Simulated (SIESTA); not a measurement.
# Ta4NiO11 (Cmmm) in SIESTA: convergence with real-space mesh cutoff

Aim: find how far real-space mesh cutoff must go before the results for Ta4NiO11 settle, at PBE. This setting moves, with any that are tied to it; all else stays.

Program: SIESTA 5.4.2. These are calculated values, not measurements. Logs are shortened: lines on timing, memory, paths and dates and some standing lists are left out, and cuts for length are marked.

## (1) The crystal as given

Symmetry: Cmmm, No. 65, orthorhombic system. Conventional cell: a = 3.910 Å, b = 29.659 Å, c = 3.886 Å, α = 90.00°, β = 90.00°, γ = 90.00°. Ta (site symmetry m2m) has 5 O at 1.91 to 2.02 Å as nearest neighbours. Around Ta (site symmetry m2m) lie 5 O at 1.91 to 1.99 Å. Around Ni (site symmetry mmm) lie 4 O at 1.88 to 1.95 Å. O (site symmetry m2m) is surrounded by 2 Ta at 1.91 Å. Around O (site symmetry m2m) lie 3 Ta at 2.02 to 2.21 Å. O (site symmetry m2m) has 1 Ni at 1.88 Å and 2 Ta at 1.99 Å as nearest neighbours. O (site symmetry mmm) is surrounded by 2 Ni at 1.95 Å and 2 Ta at 2.24 Å. Around O (site symmetry m2m) lie 2 Ta at 1.95 Å.

The cell was built by a generator and needn't be a form met in nature.

## (2) With real-space mesh cutoff 100 Ry

Input file Ta4NiO11.fdf:

```
SystemName                      Ta4NiO11
SystemLabel                     Ta4NiO11
NumberOfSpecies                 3
NumberOfAtoms                   16
%block ChemicalSpeciesLabel
  1  73 Ta
  2  28 Ni
  3   8 O
%endblock ChemicalSpeciesLabel

LatticeConstant                 1.0 Ang
%block LatticeVectors
     1.9549500000   -14.8297300000     0.0000000000
     1.9549500000    14.8297300000     0.0000000000
     0.0000000000     0.0000000000     3.8859000000
%endblock LatticeVectors
AtomicCoordinatesFormat         Fractional
%block AtomicCoordinatesAndAtomicSpecies
     0.2043700000     0.7956300000     0.0000000000  1  Ta
     0.9245100000     0.0754900000     0.0000000000  1  Ta
     0.0754900000     0.9245100000     0.0000000000  1  Ta
     0.7956300000     0.2043700000     0.0000000000  1  Ta
     0.5000000000     0.5000000000     0.0000000000  2  Ni
     0.1398700000     0.8601300000     0.0000000000  3  O
     0.7210700000     0.2789300000     0.0000000000  3  O
     0.4364500000     0.5635500000     0.0000000000  3  O
     0.5635500000     0.4364500000     0.0000000000  3  O
     0.0000000000     0.0000000000     0.0000000000  3  O
     0.8601300000     0.1398700000     0.0000000000  3  O
     0.2789300000     0.7210700000     0.0000000000  3  O
     0.9279000000     0.0721000000     0.5000000000  3  O
     0.0721000000     0.9279000000     0.5000000000  3  O
     0.7943600000     0.2056400000     0.5000000000  3  O
     0.2056400000     0.7943600000     0.5000000000  3  O
%endblock AtomicCoordinatesAndAtomicSpecies

%block kgrid.MonkhorstPack
    7   0   0  0.0
    0   7   0  0.0
    0   0   7  0.0
%endblock kgrid.MonkhorstPack
XC.Functional                   GGA
XC.Authors                      PBE
PAO.BasisSize                   DZP
PAO.EnergyShift                 0.003 Ry
Mesh.Cutoff                     100 Ry
Spin                            polarized
%block DM.InitSpin
    1   0.000
    2   0.000
    3   0.000
    4   0.000
    5   1.000
    6   0.000
    7   0.000
    8   0.000
    9   0.000
   10   0.000
   11   0.000
   12   0.000
   13   0.000
   14   0.000
   15   0.000
   16   0.000
%endblock DM.InitSpin
OccupationFunction              FD
ElectronicTemperature           0.05 eV
MaxSCFIterations                200
SCF.MustConverge                false
SCF.Mixer.Method                Pulay
SCF.Mixer.Weight                0.1
SCF.Mixer.History               10
SCF.DM.Tolerance                5.0e-05
SCF.H.Tolerance                 1.0e-03 eV
WriteForces                     true
Charge.Mulliken                 end
%block PAO.Basis
  Ta 5
  n=5 0 2
    3.138 0.000
  n=6 0 2
    7.733 0.000
  n=5 1 2
    3.782 0.000
  n=6 1 1
    7.733
  n=5 2 2
    7.181 0.000
  Ni 5
  n=3 0 2
    2.432 0.000
  n=4 0 2
    7.095 0.000
  n=3 1 2
    2.716 0.000
  n=4 1 1
    7.095
  n=3 2 2
    4.466 0.000
%endblock PAO.Basis
Diag.ParallelOverK              true
```

Potentials or basis: PseudoDojo 0.4 standard (PBE files), DZP (energy shift 0.003 Ry; two zetas on semicore shells).

Launch:

```console
$ mpirun -n 4 siesta Ta4NiO11.fdf > Ta4NiO11.out 2>&1
```

Ta4NiO11.out:

```text
Version         : 5.4.2

[... 6 lines left out ...]
 NOTE: Please see the manual for full details and compatibility measures.

reinit: Reading from file Ta4NiO11.fdf

reinit: -----------------------------------------------------------------------
reinit: System Name: Ta4NiO11
reinit: -----------------------------------------------------------------------
reinit: System Label: Ta4NiO11
reinit: -----------------------------------------------------------------------

NOTE on units for spin output:
{S} is the spin magnetic moment, in units of the Bohr magneton,
assuming a g-factor for the electron spin of exactly 2.
The spin magnetic moment is then numerically equal to the charge inbalance,
in units of electrons, between the spin-up and -down channels.

initatom: Reading input for the pseudopotentials and atomic orbitals ----------
Species number:   1 Atomic number:   73 Label: Ta
Species number:   2 Atomic number:   28 Label: Ni
Species number:   3 Atomic number:    8 Label: O

Ground state valence configuration (from tables):   6s02  6p00  5d03  5f00
Ground state valence configuration (from tables):   4s02  4p00  3d08  4f00
Ground state valence configuration (from tables):   2s02  2p04  3d00  4f00

---- Processing specs for species: Ta
Reading pseudopotential information in PSML from:
  Ta.psml
PSML file version: 1.1
Using libxc ids:  101 130
GGA--PBE XC_GGA_X_PBE--XC_GGA_C_PBE pb
Semicore shell(s) with  8 electrons included in the valence for Ta

---- Processing specs for species: Ni
Reading pseudopotential information in PSML from:
  Ni.psml
PSML file version: 1.1
Using libxc ids:  101 130
GGA--PBE XC_GGA_X_PBE--XC_GGA_C_PBE pb
Semicore shell(s) with  8 electrons included in the valence for Ni

---- Processing specs for species: O
Reading pseudopotential information in PSML from:
  O.psml
[... 1038 lines left out ...]
Atom  Qatom  Qorb
               5s      5s      6s      6s      5py     5pz     5px     5py
               5pz     5px     6py     6pz     6px     5dxy    5dyz    5dz2
               5dxz    5dx2-y2 5dxy    5dyz    5dz2    5dxz    5dx2-y2
   1  5.563   0.960   0.028   0.228  -0.064   0.953   0.957   0.954   0.047
              0.051   0.045   0.051   0.064   0.066   0.073   0.116   0.179
[... 9 lines left out ...]
              0.117   0.136   0.123   0.120   0.127   0.122   0.139
   4  5.563   0.960   0.028   0.228  -0.064   0.953   0.957   0.954   0.047
              0.051   0.045   0.051   0.064   0.066   0.073   0.116   0.179

              0.118   0.135   0.103   0.121   0.126   0.115   0.134

Species: Ni
Atom  Qatom  Qorb
               3s      3s      4s      4s      3py     3pz     3px     3py
               3pz     3px     4py     4pz     4px     3dxy    3dyz    3dz2
               3dxz    3dx2-y2 3dxy    3dyz    3dz2    3dxz    3dx2-y2
   5  8.238   0.978   0.014   0.204  -0.036   0.991   0.996   0.992   0.010
              0.005   0.010   0.063   0.066   0.066   1.063   1.061   0.988

              0.747   0.416  -0.089  -0.086  -0.094  -0.073  -0.053

Species: O
Atom  Qatom  Qorb
               2s      2s      2py     2pz     2px     2py     2pz     2px
               3Pdxy   3Pdyz   3Pdz2   3Pdxz   3Pdx2-y2
   6  3.344   0.960  -0.042   0.654   0.948   0.930   0.090  -0.097  -0.108
              0.002   0.003   0.001   0.001   0.002
   7  3.429   1.006  -0.075   1.020   0.989   0.841  -0.178  -0.121  -0.065
              0.003   0.002   0.002   0.003   0.003
   8  3.402   0.987  -0.064   0.949   0.999   0.818  -0.147  -0.123  -0.032
              0.005   0.004   0.002   0.003   0.003
   9  3.402   0.987  -0.064   0.949   0.999   0.818  -0.147  -0.123  -0.032
              0.005   0.004   0.002   0.003   0.003
  10  3.391   0.973  -0.055   1.075   0.948   0.947  -0.219  -0.127  -0.171
              0.006   0.003   0.002   0.005   0.003
  11  3.344   0.960  -0.042   0.654   0.948   0.930   0.090  -0.097  -0.108
              0.002   0.003   0.001   0.001   0.002
  12  3.429   1.006  -0.075   1.020   0.989   0.841  -0.178  -0.121  -0.065
              0.003   0.002   0.002   0.003   0.003
  13  3.342   0.975  -0.050   0.923   0.737   0.926  -0.104   0.028  -0.100
              0.001   0.002   0.002   0.002   0.001
  14  3.342   0.975  -0.050   0.923   0.737   0.926  -0.104   0.028  -0.100
              0.001   0.002   0.002   0.002   0.001
  15  3.336   0.977  -0.051   0.920   0.728   0.909  -0.099   0.037  -0.091
              0.001   0.002   0.002   0.002   0.001
  16  3.336   0.977  -0.051   0.920   0.728   0.909  -0.099   0.037  -0.091
              0.001   0.002   0.002   0.002   0.001

mulliken: Qtot =       67.572

Mulliken Atomic Populations:
Atom #   charge [q] valence [e]      Sz [e]  Species
     1     1.874600   11.125400    0.000160  Ta
     2     1.896653   11.103347   -0.009746  Ta
     3     1.896653   11.103347   -0.009746  Ta
     4     1.874600   11.125400    0.000160  Ta
     5     0.793037   17.206963    0.731128  Ni
     6    -0.686914    6.686914   -0.000392  O
     7    -0.857470    6.857470   -0.000045  O
     8    -0.823309    6.823309    0.019179  O
     9    -0.823309    6.823309    0.019179  O
    10    -0.881823    6.881823    0.099772  O
    11    -0.686914    6.686914   -0.000392  O
    12    -0.857470    6.857470   -0.000045  O
    13    -0.686850    6.686850    0.003796  O
    14    -0.686850    6.686850    0.003796  O
    15    -0.672317    6.672317    0.000090  O
    16    -0.672317    6.672317    0.000090  O
 Total    -0.000000                0.856983

Job completed
```

Wall time 5.1 min (4 MPI ranks of AMD EPYC 7R43 (Zen 3), shared host); peak memory 0.41 GiB.

What came out:

- Free energy: -16611.9767 eV
- Pressure: 4.4 GPa
- Largest force: 0.236 eV/Å
- Band gap on the k mesh: none (metal or under the smearing width)
- Net moment: 0.86 μB per cell
- Site moments: Ta +0.00, -0.01; Ni +0.73; O -0.00, +0.02, +0.10, +0.00 μB

## (3) With real-space mesh cutoff 150 Ry

Edit Ta4NiO11.fdf of step 2 so:

```diff
@@ -45,3 +45,3 @@
 PAO.EnergyShift                 0.003 Ry
-Mesh.Cutoff                     100 Ry
+Mesh.Cutoff                     150 Ry
 Spin                            polarized
```

Potentials or basis: PseudoDojo 0.4 standard (PBE files), DZP (energy shift 0.003 Ry; two zetas on semicore shells).

Launch:

```console
$ mpirun -n 4 siesta Ta4NiO11.fdf > Ta4NiO11.out 2>&1
```

Run time: 7.7 min. Hardware: 4 MPI ranks of AMD EPYC 7R43 (Zen 3), shared host; peak memory 0.67 GiB.

The run converged. Its results:

```
Free energy            : -16611.5689 eV
Pressure               : 3.6 GPa
Largest force          : 0.165 eV/Å
Band gap on the k mesh : none (metal or under the smearing width)
Net moment             : 0.86 μB per cell
Site moments           : Ta +0.00, -0.01; Ni +0.73; O -0.00, +0.02, +0.10, +0.00 μB
```

## (4) With real-space mesh cutoff 200 Ry

Edit Ta4NiO11.fdf of step 3 so:

```diff
@@ -45,3 +45,3 @@
 PAO.EnergyShift                 0.003 Ry
-Mesh.Cutoff                     150 Ry
+Mesh.Cutoff                     200 Ry
 Spin                            polarized
```

Launch:

```console
$ mpirun -n 4 siesta Ta4NiO11.fdf > Ta4NiO11.out 2>&1
```

Wall time 12 min (4 MPI ranks of AMD EPYC 7R43 (Zen 3), shared host); peak memory 0.76 GiB.

Results (log left out):

```
Free energy            : -16611.5465 eV
Pressure               : 3.6 GPa
Largest force          : 0.170 eV/Å
Band gap on the k mesh : none (metal or under the smearing width)
Net moment             : 0.86 μB per cell
Site moments           : Ta +0.00, -0.01; Ni +0.73; O -0.00, +0.02, +0.10, +0.00 μB
```

## (5) With real-space mesh cutoff 300 Ry

Edit Ta4NiO11.fdf of step 4 so:

```diff
@@ -45,3 +45,3 @@
 PAO.EnergyShift                 0.003 Ry
-Mesh.Cutoff                     200 Ry
+Mesh.Cutoff                     300 Ry
 Spin                            polarized
```

Launch:

```console
$ mpirun -n 4 siesta Ta4NiO11.fdf > Ta4NiO11.out 2>&1
```

It took 16 min on 4 MPI ranks of AMD EPYC 7R43 (Zen 3), shared host; peak memory 1.3 GiB.

The run converged. Its results:

```yaml
Free_energy: -16611.5274 eV
Pressure: 3.5 GPa
Largest_force: 0.150 eV/Å
Band_gap_on_the_k_mesh: none (metal or under the smearing width)
Net_moment: 0.86 μB per cell
Site_moments: Ta +0.00, -0.01; Ni +0.73; O -0.00, +0.02, +0.10, +0.00 μB
```

## (6) Result

```tsv
real-space mesh cutoff	energy less the tightest run, at zero smearing (meV/atom)	pressure (GPa)	largest force (eV/Å)	SCF cycles	CPU time (s)
100 Ry	-28.10	4.44	0.236	19	1200
150 Ry	-2.60	3.65	0.165	21	1800
200 Ry	-1.20	3.62	0.170	24	2800
300 Ry	0.00	3.55	0.150	22	3700
```

Against the tightest run, the pressure stays within 0.1 GPa from 150 Ry on. Not settled before the last step: the energy (to 1 meV/atom), the largest force (to 0.005 eV/Å). Values are those asked for, which the program may round to a finer grid. The tightest run that finished is the yardstick and may itself not be fully converged.

Caveats: short orbitals over semicore shells can move pressures by several GPa; the basis of atomic orbitals isn't converged, which shifts pressures, moduli and gaps; a cell with one magnetic atom can't hold antiferromagnetic order, which such compounds often take; semilocal functionals often make such compounds metallic where correlation or magnetic order opens a gap, which also shifts bond lengths.
